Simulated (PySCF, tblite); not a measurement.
**C4H4BF3O2: geometry, infrared bands and NMR shifts**

Wanted: the infrared bands and NMR shifts of C4H4BF3O2 (`FC(F)(F)[B@H-]1OC=CC=[O+]1`), by calculation.

Programs: tblite 0.8.0 and PySCF 2.14.0, with density-fitted response routines of our own. Each step states its level of theory. These are calculated values for one molecule in the gas phase, unless marked as measured. Atoms are numbered from 0 throughout.

**1. The starting structure**

14 atoms, charge 0, multiplicity 1; geometry from: force field or distance geometry start.

Bonds of the start (Å): F0–C1 1.40, C1–F2 1.39, C1–F3 1.38, C1–B4 1.61, B4–O5 1.51, O5–C6 1.39, C6–C7 1.33, C7–C8 1.48, C8–O9 1.26, O9–B4 1.51, B4–H10 1.18, C6–H11 1.08, C7–H12 1.09, C8–H13 1.08.

**2. Relaxing the molecule with GFN2-xTB**

The job: settings as JSON, then the geometry in Å.

```
{"job": {"kind": "relax", "xc": "GFN2-xTB", "basis": "xTB"}, "charge": 0, "multiplicity": 1}
F      2.983600    -0.831700     0.255600
C      2.159000     0.236700    -0.109800
F      2.751500     1.407900     0.333900
F      2.031000     0.271400    -1.484400
B      0.721900     0.058200     0.586000
O     -0.167300     1.221100     0.209000
C     -1.518200     1.051100    -0.084100
C     -2.015700    -0.166400    -0.265700
C     -1.122900    -1.343800    -0.207300
O      0.087300    -1.238600     0.136000
H      0.840100     0.032500     1.762900
H     -2.162700     1.912600    -0.169200
H     -3.073700    -0.298200    -0.504100
H     -1.514700    -2.313100    -0.480900
```

The run is started by

```bash
$ OMP_NUM_THREADS=1 python probes_run.py task.json out
```

This one command runs all jobs of the session in turn.

**Question.** This job is followed by: GFN2-xTB harmonic vibrations, gas phase; GIAO PBE0/pcSseg-1 NMR shielding, non-relativistic, gas phase. What will the session give for the following? strongest single infrared mode (GFN2-xTB); zero-point energy (GFN2-xTB); 13C shifts against TMS (PBE0/pcSseg-1, means over atoms taken as alike); 1H shifts against TMS (PBE0/pcSseg-1, means over atoms taken as alike); 19F shifts against CFCl3 (PBE0/pcSseg-1, means over atoms taken as alike); 11B shifts against BF3·OEt2 (PBE0/pcSseg-1); 17O shifts against H2O (PBE0/pcSseg-1, means over atoms taken as alike); surface potential, 1st and 99th percentile.

The runs gave:

```
                                                                 quantity                    value
                                strongest single infrared mode (GFN2-xTB)    1447 cm⁻¹, 496 km/mol
                                             zero-point energy (GFN2-xTB)            51.8 kcal/mol
  13C shifts against TMS (PBE0/pcSseg-1, means over atoms taken as alike)  189.9, 139.7, 107.5 ppm
   1H shifts against TMS (PBE0/pcSseg-1, means over atoms taken as alike)     8.02, 5.75, 3.88 ppm
19F shifts against CFCl3 (PBE0/pcSseg-1, means over atoms taken as alike)                -92.6 ppm
                              11B shifts against BF3·OEt2 (PBE0/pcSseg-1)                 -3.0 ppm
  17O shifts against H2O (PBE0/pcSseg-1, means over atoms taken as alike)                270.0 ppm
                                    surface potential, 1st and 99th percentile       -1.18 V and 1.86 V
```

Over 69 steps the energy fell by 0.851 eV; of the close pairs, O5–C6 changed most, 1.393 to 1.266 Å. No mode is imaginary among the 36: a minimum at this level. The strongest single mode, at 1447 cm⁻¹, moves mainly C7. Unscaled tight-binding wavenumbers are off by several per cent, some by more. Its intensities can rank the bands wrongly. The most deshielded carbon is C6, C8 (mean) (alkene carbon bearing oxygen), at 189.9 ppm: an sp2 carbon further deshielded by the attached heteroatom. At PBE0/pcSseg-1: The widest tensor belongs to O5, O9: span 538 ppm, with a paramagnetic part of -331 ppm. At PBE0/pcSseg-1, counted by nearest atom on the grid, the HOMO lies on C7 22 %; O5, O9 about 13 % each, the LUMO on C6, C8 about 28 % each; O5, O9 about 13 % each.
